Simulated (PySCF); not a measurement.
**C2H9NSeSi: core binding energies at several levels of theory, part 1 of 3**

How much do the core binding energies of C2H9NSeSi (`CC[Se][SiH2]N`) depend on the level of theory, and what does each level cost?

The runs use PySCF 2.14.0, with density-fitted response routines of our own; the level of theory stands in each step. All values are computed, except where a source is named. Atoms count from 0, in the outputs and in this text.

**1. The starting structure**

14 atoms, charge 0, multiplicity 1; geometry from: PBE0-D3(BJ)/def2-SVP.

Bonds of the start (Å): C0–C1 1.51, C1–Se2 1.97, Se2–Si3 2.28, Si3–N4 1.72, C0–H5 1.10, C0–H6 1.10, C0–H7 1.10, C1–H8 1.10, C1–H9 1.10, Si3–H10 1.49, Si3–H11 1.50, N4–H12 1.01, N4–H13 1.01.

**2. Core holes by ΔSCF: SCAN, X2C**

What the job is given:

```
{"job": {"kind": "xps"}, "charge": 0, "multiplicity": 1}
C     -2.203271    -0.298878     0.345946
C     -1.491464    -0.125919    -0.979079
Se     0.196940    -1.126178    -1.116612
Si     1.457730     0.221360     0.226587
N      3.081370     0.199934    -0.325946
H     -2.397085    -1.360622     0.559379
H     -1.606781     0.104118     1.179238
H     -3.168835     0.233699     0.338349
H     -1.269698     0.930850    -1.189983
H     -2.098281    -0.506774    -1.813980
H      1.525468    -0.213868     1.654483
H      0.760713     1.550233     0.171084
H      3.353119     0.384396    -1.282656
H      3.862094     0.002684     0.285077
```

With the program's defaults for keys left out, this is: delta-SCF UKS SCAN, pcX-2 on the ionised atom, pcseg-1 elsewhere, spin-free X2C.

On the command line:

```
> OMP_NUM_THREADS=1 python probes_run.py task.json out
```

The driver reads the jobs from task.json and runs them one after another.

The program printed:

```text
ground state, core basis on atom 0 (C), 163 functions
  cycle   1  E = -2849.79758754  |g| = 5.66e-01
  cycle   2  E = -2849.70874282  |g| = 8.18e-01
  cycle   3  E = -2849.87507255  |g| = 8.61e-02
  cycle   4  E = -2849.87694562  |g| = 3.58e-02
  cycle   5  E = -2849.87726885  |g| = 8.11e-03
  cycle   6  E = -2849.87728284  |g| = 3.00e-03
  cycle   7  E = -2849.87729082  |g| = 1.06e-03
  cycle   8  E = -2849.87728795  |g| = 4.42e-04
  E(ground) = -2849.92521964 Eh
hole in C 1s of atom 0
  cycle   1  E = -2838.63426793  |g| = 1.50e+00
  cycle   2  E = -2835.69561317  |g| = 2.48e+00
  cycle   3  E = -2838.85054118  |g| = 7.76e-01
  cycle   4  E = -2839.12514658  |g| = 3.85e-01
  cycle   5  E = -2839.19100594  |g| = 1.04e-01
  cycle   6  E = -2839.19561446  |g| = 3.28e-02
  cycle   7  E = -2839.19619929  |g| = 1.03e-02
  cycle   8  E = -2839.19624076  |g| = 6.07e-03
  cycle   9  E = -2839.19626344  |g| = 1.47e-03
  cycle  10  E = -2839.19626342  |g| = 6.10e-04
  cycle  11  E = -2839.19626626  |g| = 3.31e-04
  E(ion) = -2839.24351499 Eh   <S^2> = 0.7680   hole on atom = 1.000   binding energy = 290.664 eV
ground state, core basis on atom 1 (C), 163 functions
  cycle   1  E = -2849.87973379  |g| = 5.92e-02
  cycle   2  E = -2849.87966375  |g| = 2.73e-02
  cycle   3  E = -2849.87971151  |g| = 2.32e-02
  cycle   4  E = -2849.87984435  |g| = 4.55e-03
  cycle   5  E = -2849.87984898  |g| = 4.93e-04
  E(ground) = -2849.92740154 Eh
hole in C 1s of atom 1
  cycle   1  E = -2838.60417628  |g| = 1.51e+00
  cycle   2  E = -2836.23585705  |g| = 2.39e+00
  cycle   3  E = -2838.78488752  |g| = 8.54e-01
  cycle   4  E = -2839.14161842  |g| = 3.26e-01
  cycle   5  E = -2839.18431469  |g| = 1.23e-01
  cycle   6  E = -2839.19076538  |g| = 2.28e-02
  cycle   7  E = -2839.19107206  |g| = 8.61e-03
  cycle   8  E = -2839.19112615  |g| = 2.75e-03
  cycle   9  E = -2839.19112913  |g| = 1.11e-03
  cycle  10  E = -2839.19112964  |g| = 6.53e-04
  cycle  11  E = -2839.19113274  |g| = 2.71e-04
  E(ion) = -2839.23823063 Eh   <S^2> = 0.7738   hole on atom = 1.000   binding energy = 290.867 eV
ground state, core basis on atom 3 (Si), 174 functions
  cycle   1  E = -2849.97590127  |g| = 2.89e-01
  cycle   2  E = -2849.97596945  |g| = 4.37e-02
  cycle   3  E = -2849.97591306  |g| = 3.54e-02
  cycle   4  E = -2849.97614414  |g| = 8.59e-03
  cycle   5  E = -2849.97617079  |g| = 1.11e-03
  cycle   6  E = -2849.97617018  |g| = 2.28e-04
  E(ground) = -2849.98318355 Eh
hole in Si 1s of atom 3
  cycle   1  E = -2781.03272465  |g| = 4.35e+00
  cycle   2  E = -2780.40915264  |g| = 2.42e+00
  cycle   3  E = -2781.10411499  |g| = 1.13e+00
  cycle   4  E = -2781.98892254  |g| = 3.96e-01
  cycle   5  E = -2782.08829808  |g| = 1.21e-01
  cycle   6  E = -2782.09509443  |g| = 6.28e-02
  cycle   7  E = -2782.09707570  |g| = 2.36e-02
  cycle   8  E = -2782.09735450  |g| = 4.40e-03
  cycle   9  E = -2782.09736383  |g| = 1.56e-03
  cycle  10  E = -2782.09736683  |g| = 5.04e-04
  cycle  11  E = -2782.09736631  |g| = 3.81e-04
  E(ion) = -2782.11255901 Eh   <S^2> = 0.7524   hole on atom = 1.000   binding energy = 1846.854 eV
hole in Si 2p of atom 3
  cycle   1  E = -2845.69623032  |g| = 1.24e+00
  cycle   2  E = -2845.09566487  |g| = 1.42e+00
  cycle   3  E = -2845.85461997  |g| = 4.80e-01
  cycle   4  E = -2846.01669764  |g| = 1.30e-01
  cycle   5  E = -2846.02664655  |g| = 4.96e-02
  cycle   6  E = -2846.02790011  |g| = 2.01e-02
  cycle   7  E = -2846.02810001  |g| = 5.56e-03
  cycle   8  E = -2846.02811559  |g| = 1.50e-03
  cycle   9  E = -2846.02811506  |g| = 6.71e-04
  cycle  10  E = -2846.02811624  |g| = 3.47e-04
  E(ion) = -2846.04654504 Eh   <S^2> = 0.7519   hole on atom = 1.003   binding energy = 107.121 eV
  2p3/2 = 106.938 eV   2p1/2 = 107.563 eV
ground state, core basis on atom 4 (N), 163 functions
  cycle   1  E = -2849.89281906  |g| = 7.64e-02
  cycle   2  E = -2849.89271884  |g| = 3.30e-02
  cycle   3  E = -2849.89270720  |g| = 3.46e-02
  cycle   4  E = -2849.89299387  |g| = 4.00e-03
  cycle   5  E = -2849.89299436  |g| = 8.88e-04
  cycle   6  E = -2849.89299563  |g| = 1.93e-04
  E(ground) = -2849.93883918 Eh
hole in N 1s of atom 4
  cycle   1  E = -2834.31964918  |g| = 1.86e+00
  cycle   2  E = -2832.46379405  |g| = 2.36e+00
  cycle   3  E = -2834.76620847  |g| = 6.49e-01
  cycle   4  E = -2834.94876485  |g| = 3.33e-01
  cycle   5  E = -2835.01412289  |g| = 1.22e-01
  cycle   6  E = -2835.02284270  |g| = 3.23e-02
  cycle   7  E = -2835.02360047  |g| = 8.55e-03
  cycle   8  E = -2835.02363483  |g| = 4.67e-03
  cycle   9  E = -2835.02364863  |g| = 1.47e-03
  cycle  10  E = -2835.02365027  |g| = 3.57e-04
  E(ion) = -2835.06849630 Eh   <S^2> = 0.7644   hole on atom = 1.000   binding energy = 404.643 eV
```

Wall time 31 s (1 thread of Intel Xeon Platinum 8488C, shared host); peak memory 0.61 GiB.

Binding energies by hole, beside the orbital energy of the ground state; the difference holds orbital relaxation and, for a density functional, its self-interaction error:

| hole | stands for | environment | ΔSCF (eV; 2p as the shell's mean) | −ε (eV) | ⟨S²⟩ |
| --- | --- | --- | --- | --- | --- |
| C1s on C0 | C0 | methyl carbon | 290.66 | 273.6 | 0.768 |
| C1s on C1 | C1 | sp3 CH2 bonded to Se | 290.87 | 274.5 | 0.774 |
| Si1s on Si3 | Si3 | silicon bonded to N, Se, 2 H | 1846.85 | 1793.8 | 0.752 |
| Si2p on Si3 | Si3 | silicon bonded to N, Se, 2 H | 107.15 | 96.6 | 0.752 |
| N1s on N4 | N4 | nitrogen bonded to Si, 2 H | 404.64 | 385.6 | 0.764 |

With the spin-orbit splitting: Si3 2p3/2 106.94, 2p1/2 107.56 eV. The table gives each 2p level as the mean over the whole 2p shell (two parts 2p3/2, one part 2p1/2), which differs a little from the single hole in the log.

**3. Core-electron binding energies: B3LYP, X2C**

Settings changed since step 2:

```diff
@@ -1,2 +1,2 @@
-{"job": {"kind": "xps"}, "charge": 0, "multiplicity": 1}
+{"job": {"kind": "xps", "xc": "B3LYP"}, "charge": 0, "multiplicity": 1}
 C     -2.203271    -0.298878     0.345946
```

Method: delta-SCF UKS B3LYP, pcX-2 on the ionised atom, pcseg-1 elsewhere, spin-free X2C.

The program printed:

```text
ground state, core basis on atom 0 (C), 163 functions
  cycle   1  E = -2849.84031712  |g| = 4.89e-01
  cycle   2  E = -2849.79718986  |g| = 6.57e-01
  cycle   3  E = -2849.89870248  |g| = 7.02e-02
  cycle   4  E = -2849.89979995  |g| = 2.78e-02
  cycle   5  E = -2849.89999431  |g| = 5.10e-03
  cycle   6  E = -2849.89999758  |g| = 1.97e-03
  cycle   7  E = -2849.90000252  |g| = 5.99e-04
  cycle   8  E = -2849.90000224  |g| = 1.21e-04
  E(ground) = -2849.90221541 Eh
hole in C 1s of atom 0
  cycle   1  E = -2838.66122031  |g| = 1.51e+00
  cycle   2  E = -2838.10938245  |g| = 1.74e+00
  cycle   3  E = -2839.17276477  |g| = 2.97e-01
  cycle   4  E = -2839.19998284  |g| = 1.62e-01
  cycle   5  E = -2839.21444495  |g| = 3.22e-02
  cycle   6  E = -2839.21492828  |g| = 8.37e-03
  cycle   7  E = -2839.21497091  |g| = 2.69e-03
  cycle   8  E = -2839.21497519  |g| = 1.52e-03
  cycle   9  E = -2839.21497661  |g| = 5.09e-04
  cycle  10  E = -2839.21497664  |g| = 2.16e-04
  E(ion) = -2839.21717530 Eh   <S^2> = 0.7600   hole on atom = 1.000   binding energy = 290.755 eV
ground state, core basis on atom 1 (C), 163 functions
  cycle   1  E = -2849.90168217  |g| = 4.26e-02
  cycle   2  E = -2849.90162538  |g| = 2.11e-02
  cycle   3  E = -2849.90164189  |g| = 1.93e-02
  cycle   4  E = -2849.90174104  |g| = 1.65e-03
  cycle   5  E = -2849.90174279  |g| = 2.73e-04
  E(ground) = -2849.90387423 Eh
hole in C 1s of atom 1
  cycle   1  E = -2838.63238123  |g| = 1.52e+00
  cycle   2  E = -2837.14142408  |g| = 2.22e+00
  cycle   3  E = -2839.04647621  |g| = 5.66e-01
  cycle   4  E = -2839.15398490  |g| = 3.49e-01
  cycle   5  E = -2839.20790420  |g| = 8.04e-02
  cycle   6  E = -2839.21079082  |g| = 1.63e-02
  cycle   7  E = -2839.21096162  |g| = 4.33e-03
  cycle   8  E = -2839.21097870  |g| = 1.45e-03
  cycle   9  E = -2839.21098089  |g| = 6.26e-04
  cycle  10  E = -2839.21098277  |g| = 2.67e-04
  E(ion) = -2839.21304300 Eh   <S^2> = 0.7638   hole on atom = 1.000   binding energy = 290.912 eV
ground state, core basis on atom 3 (Si), 174 functions
  cycle   1  E = -2849.97118478  |g| = 1.67e-01
  cycle   2  E = -2849.97119796  |g| = 4.70e-02
  cycle   3  E = -2849.97119414  |g| = 3.61e-02
  cycle   4  E = -2849.97150345  |g| = 9.98e-03
  cycle   5  E = -2849.97152953  |g| = 1.46e-03
  cycle   6  E = -2849.97152855  |g| = 1.58e-04
  E(ground) = -2849.97434876 Eh
hole in Si 1s of atom 3
  cycle   1  E = -2781.06641939  |g| = 4.39e+00
  cycle   2  E = -2780.91662913  |g| = 2.23e+00
  cycle   3  E = -2781.54387782  |g| = 9.31e-01
  cycle   4  E = -2782.06559057  |g| = 3.52e-01
  cycle   5  E = -2782.14756042  |g| = 7.18e-02
  cycle   6  E = -2782.15010308  |g| = 3.03e-02
  cycle   7  E = -2782.15054957  |g| = 1.15e-02
  cycle   8  E = -2782.15061159  |g| = 2.21e-03
  cycle   9  E = -2782.15061424  |g| = 5.23e-04
  cycle  10  E = -2782.15061497  |g| = 1.85e-04
  E(ion) = -2782.15345174 Eh   <S^2> = 0.7519   hole on atom = 1.000   binding energy = 1845.501 eV
hole in Si 2p of atom 3
  cycle   1  E = -2845.69781699  |g| = 1.23e+00
  cycle   2  E = -2845.40035089  |g| = 1.24e+00
  cycle   3  E = -2845.94737984  |g| = 3.50e-01
  cycle   4  E = -2846.02953463  |g| = 8.98e-02
  cycle   5  E = -2846.03448130  |g| = 2.57e-02
  cycle   6  E = -2846.03484260  |g| = 6.48e-03
  cycle   7  E = -2846.03486145  |g| = 2.17e-03
  cycle   8  E = -2846.03486308  |g| = 7.05e-04
  cycle   9  E = -2846.03486352  |g| = 2.27e-04
  E(ion) = -2846.03775745 Eh   <S^2> = 0.7530   hole on atom = 1.002   binding energy = 107.120 eV
  2p3/2 = 106.882 eV   2p1/2 = 107.502 eV
ground state, core basis on atom 4 (N), 163 functions
  cycle   1  E = -2849.91444506  |g| = 5.44e-02
  cycle   2  E = -2849.91440258  |g| = 2.29e-02
  cycle   3  E = -2849.91442356  |g| = 2.24e-02
  cycle   4  E = -2849.91454426  |g| = 2.90e-03
  cycle   5  E = -2849.91454580  |g| = 3.80e-04
  E(ground) = -2849.91657640 Eh
hole in N 1s of atom 4
  cycle   1  E = -2834.35174114  |g| = 1.87e+00
  cycle   2  E = -2833.27117852  |g| = 2.20e+00
  cycle   3  E = -2834.92949093  |g| = 4.48e-01
  cycle   4  E = -2835.00432271  |g| = 2.53e-01
  cycle   5  E = -2835.04529446  |g| = 6.26e-02
  cycle   6  E = -2835.04739284  |g| = 1.68e-02
  cycle   7  E = -2835.04756873  |g| = 5.20e-03
  cycle   8  E = -2835.04758266  |g| = 2.60e-03
  cycle   9  E = -2835.04758615  |g| = 5.32e-04
  cycle  10  E = -2835.04758683  |g| = 1.96e-04
  E(ion) = -2835.04985415 Eh   <S^2> = 0.7583   hole on atom = 1.000   binding energy = 404.544 eV
```

Run time: 48 s. Hardware: 1 thread of Intel Xeon Platinum 8488C, shared host; peak memory 0.79 GiB.

Binding energies by hole, beside the orbital energy of the ground state; the difference holds orbital relaxation and, for a density functional, its self-interaction error:

| hole | stands for | environment | ΔSCF (eV; 2p as the shell's mean) | −ε (eV) | ⟨S²⟩ |
| --- | --- | --- | --- | --- | --- |
| C1s on C0 | C0 | methyl carbon | 290.75 | 276.9 | 0.760 |
| C1s on C1 | C1 | sp3 CH2 bonded to Se | 290.91 | 277.7 | 0.764 |
| Si1s on Si3 | Si3 | silicon bonded to N, Se, 2 H | 1845.50 | 1803.4 | 0.752 |
| Si2p on Si3 | Si3 | silicon bonded to N, Se, 2 H | 107.09 | 99.2 | 0.753 |
| N1s on N4 | N4 | nitrogen bonded to Si, 2 H | 404.54 | 389.4 | 0.758 |

With the spin-orbit splitting: Si3 2p3/2 106.88, 2p1/2 107.50 eV. The table gives each 2p level as the mean over the whole 2p shell (two parts 2p3/2, one part 2p1/2), which differs a little from the single hole in the log.

**4. X-ray photoelectron lines: PBE0, X2C**

Settings changed since step 3:

```diff
@@ -1,2 +1,2 @@
-{"job": {"kind": "xps", "xc": "B3LYP"}, "charge": 0, "multiplicity": 1}
+{"job": {"kind": "xps", "xc": "PBE0"}, "charge": 0, "multiplicity": 1}
 C     -2.203271    -0.298878     0.345946
```

Level: delta-SCF UKS PBE0, pcX-2 on the ionised atom, pcseg-1 elsewhere, spin-free X2C.

The program printed:

```text
ground state, core basis on atom 0 (C), 163 functions
  cycle   1  E = -2849.21403522  |g| = 4.24e-01
  cycle   2  E = -2849.19667804  |g| = 5.15e-01
  cycle   3  E = -2849.25891750  |g| = 5.56e-02
  cycle   4  E = -2849.25958495  |g| = 2.32e-02
  cycle   5  E = -2849.25971741  |g| = 3.89e-03
  cycle   6  E = -2849.25972083  |g| = 1.48e-03
  cycle   7  E = -2849.25972340  |g| = 4.39e-04
  E(ground) = -2849.26130246 Eh
hole in C 1s of atom 0
  cycle   1  E = -2838.04224845  |g| = 1.51e+00
  cycle   2  E = -2837.65388767  |g| = 1.61e+00
  cycle   3  E = -2838.55992985  |g| = 2.74e-01
  cycle   4  E = -2838.58627069  |g| = 1.24e-01
  cycle   5  E = -2838.59468906  |g| = 2.71e-02
  cycle   6  E = -2838.59504672  |g| = 6.41e-03
  cycle   7  E = -2838.59507369  |g| = 2.38e-03
  cycle   8  E = -2838.59507841  |g| = 1.40e-03
  cycle   9  E = -2838.59507754  |g| = 5.06e-04
  cycle  10  E = -2838.59507967  |g| = 1.69e-04
  E(ion) = -2838.59664354 Eh   <S^2> = 0.7631   hole on atom = 1.000   binding energy = 290.200 eV
ground state, core basis on atom 1 (C), 163 functions
  cycle   1  E = -2849.26224480  |g| = 5.86e-02
  cycle   2  E = -2849.26221289  |g| = 1.91e-02
  cycle   3  E = -2849.26219900  |g| = 2.04e-02
  cycle   4  E = -2849.26230442  |g| = 1.83e-03
  cycle   5  E = -2849.26230627  |g| = 1.89e-04
  E(ground) = -2849.26376159 Eh
hole in C 1s of atom 1
  cycle   1  E = -2838.01071041  |g| = 1.52e+00
  cycle   2  E = -2837.00274068  |g| = 1.99e+00
  cycle   3  E = -2838.48792433  |g| = 4.46e-01
  cycle   4  E = -2838.55243528  |g| = 2.75e-01
  cycle   5  E = -2838.58638545  |g| = 6.39e-02
  cycle   6  E = -2838.58825257  |g| = 1.03e-02
  cycle   7  E = -2838.58833486  |g| = 3.37e-03
  cycle   8  E = -2838.58834850  |g| = 1.46e-03
  cycle   9  E = -2838.58835311  |g| = 6.59e-04
  cycle  10  E = -2838.58835250  |g| = 1.87e-04
  E(ion) = -2838.58974566 Eh   <S^2> = 0.7687   hole on atom = 1.000   binding energy = 290.455 eV
ground state, core basis on atom 3 (Si), 174 functions
  cycle   1  E = -2849.33040491  |g| = 2.11e-01
  cycle   2  E = -2849.33037117  |g| = 4.11e-02
  cycle   3  E = -2849.33023053  |g| = 4.19e-02
  cycle   4  E = -2849.33068637  |g| = 7.06e-03
  cycle   5  E = -2849.33069845  |g| = 9.95e-04
  cycle   6  E = -2849.33069832  |g| = 1.10e-04
  E(ground) = -2849.33278864 Eh
hole in Si 1s of atom 3
  cycle   1  E = -2780.45581552  |g| = 4.39e+00
  cycle   2  E = -2780.53731705  |g| = 2.06e+00
  cycle   3  E = -2781.08458469  |g| = 8.19e-01
  cycle   4  E = -2781.48203300  |g| = 2.90e-01
  cycle   5  E = -2781.53784728  |g| = 5.27e-02
  cycle   6  E = -2781.53925689  |g| = 1.95e-02
  cycle   7  E = -2781.53944679  |g| = 6.96e-03
  cycle   8  E = -2781.53947066  |g| = 1.54e-03
  cycle   9  E = -2781.53947168  |g| = 4.26e-04
  E(ion) = -2781.54156761 Eh   <S^2> = 0.7519   hole on atom = 1.000   binding energy = 1844.693 eV
hole in Si 2p of atom 3
  cycle   1  E = -2845.06926678  |g| = 1.23e+00
  cycle   2  E = -2844.88615177  |g| = 1.12e+00
  cycle   3  E = -2845.33674565  |g| = 3.12e-01
  cycle   4  E = -2845.40160891  |g| = 7.34e-02
  cycle   5  E = -2845.40490467  |g| = 2.04e-02
  cycle   6  E = -2845.40513269  |g| = 4.49e-03
  cycle   7  E = -2845.40514597  |g| = 1.64e-03
  cycle   8  E = -2845.40514657  |g| = 6.16e-04
  cycle   9  E = -2845.40514615  |g| = 2.35e-04
  E(ion) = -2845.40729334 Eh   <S^2> = 0.7538   hole on atom = 1.002   binding energy = 106.818 eV
  2p3/2 = 106.582 eV   2p1/2 = 107.200 eV
ground state, core basis on atom 4 (N), 163 functions
  cycle   1  E = -2849.27403733  |g| = 7.29e-02
  cycle   2  E = -2849.27402446  |g| = 1.76e-02
  cycle   3  E = -2849.27399441  |g| = 2.17e-02
  cycle   4  E = -2849.27410492  |g| = 1.68e-03
  cycle   5  E = -2849.27410325  |g| = 2.25e-04
  E(ground) = -2849.27552774 Eh
hole in N 1s of atom 4
  cycle   1  E = -2833.72629511  |g| = 1.87e+00
  cycle   2  E = -2833.22923264  |g| = 1.92e+00
  cycle   3  E = -2834.36979178  |g| = 3.35e-01
  cycle   4  E = -2834.40639118  |g| = 1.64e-01
  cycle   5  E = -2834.42361932  |g| = 3.53e-02
  cycle   6  E = -2834.42427796  |g| = 9.54e-03
  cycle   7  E = -2834.42433160  |g| = 3.11e-03
  cycle   8  E = -2834.42433793  |g| = 1.45e-03
  cycle   9  E = -2834.42433866  |g| = 3.88e-04
  E(ion) = -2834.42595039 Eh   <S^2> = 0.7601   hole on atom = 1.000   binding energy = 404.078 eV
```

Run time: 46 s. Hardware: 1 thread of Intel Xeon Platinum 8488C, shared host; peak memory 0.8 GiB.

The holes in one table. −ε is the ground-state orbital energy:

| hole | stands for | environment | ΔSCF (eV; 2p as the shell's mean) | −ε (eV) | ⟨S²⟩ |
| --- | --- | --- | --- | --- | --- |
| C1s on C0 | C0 | methyl carbon | 290.20 | 278.3 | 0.763 |
| C1s on C1 | C1 | sp3 CH2 bonded to Se | 290.45 | 279.2 | 0.769 |
| Si1s on Si3 | Si3 | silicon bonded to N, Se, 2 H | 1844.69 | 1807.1 | 0.752 |
| Si2p on Si3 | Si3 | silicon bonded to N, Se, 2 H | 106.79 | 99.9 | 0.754 |
| N1s on N4 | N4 | nitrogen bonded to Si, 2 H | 404.08 | 391.2 | 0.760 |

With the spin-orbit splitting: Si3 2p3/2 106.58, 2p1/2 107.20 eV. The table gives each 2p level as the mean over the whole 2p shell (two parts 2p3/2, one part 2p1/2), which differs a little from the single hole in the log.

(Continued in part 2 of 3.)
